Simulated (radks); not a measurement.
# Ionisation of Ag⁺: one atom, several choices of relativity

The task here is to estimate one member of a computed series from the others.

The numbers are computed with radks (a radial shooting solver on a logarithmic mesh, Libxc functionals) version 1 (Kohn-Sham, PBE, spin-unpolarised, spherical densities), except any that are marked as measured or tabulated.

### The atom as given

```
element       : silver (Z = 47)
charge        : +1
electrons     : 46
configuration : [Kr] 4d10
ion           : Ag²⁺, [Kr] 4d9
choices       : non-relativistic; scalar-relativistic; Dirac, 2j+1 shares; Dirac, low j first; scalar-relativistic, finite nucleus; Dirac, 2j+1 shares, finite nucleus; Dirac, c × 0.85; Dirac, c × 0.75; Dirac, c × 5
```

Set-up of the first run:

Input:

```text
Z 47
configuration [Kr] 4d10
relativity non-relativistic
functional pbe,pbe
spin unpolarised
nucleus point
```

Among the steps run: non-relativistic: Ag⁺.

One table of the session follows, with a row left open; its other results are not shown here.

It belongs to the step «non-relativistic: Ag⁺». From the orbitals of this run (lengths in bohr):

| level | <r> | outermost maximum (interpolated) | 90 % within | nodes |
| --- | --- | --- | --- | --- |
| 2s | 0.1405 | 0.119 | 0.216 | 1 |
| 2p | 0.1200 | 0.0934 | 0.195 | 0 |
| 3s | 0.3812 | 0.345 | 0.560 | 2 |
| 3p | 0.3732 | 0.331 | 0.561 | 1 |
| 3d | 0.3456 | 0.274 | 0.546 | 0 |
| 4s | 0.9434 | 0.849 | 1.37 | 3 |
| 4p | ? | ? | ? | ? |
| 4d | 1.374 | 1.03 | 2.21 | 1 |

Estimate the missing values for 4p.

**Answer.** <r>: 1.015; outermost maximum (interpolated): 0.889; 90 % within: 1.50; nodes: 2. In the column «<r>» it lies between 4s (0.9434) and 4d (1.374).

To keep in mind: Spin polarisation and multiplet splitting of open shells are left out at every level.
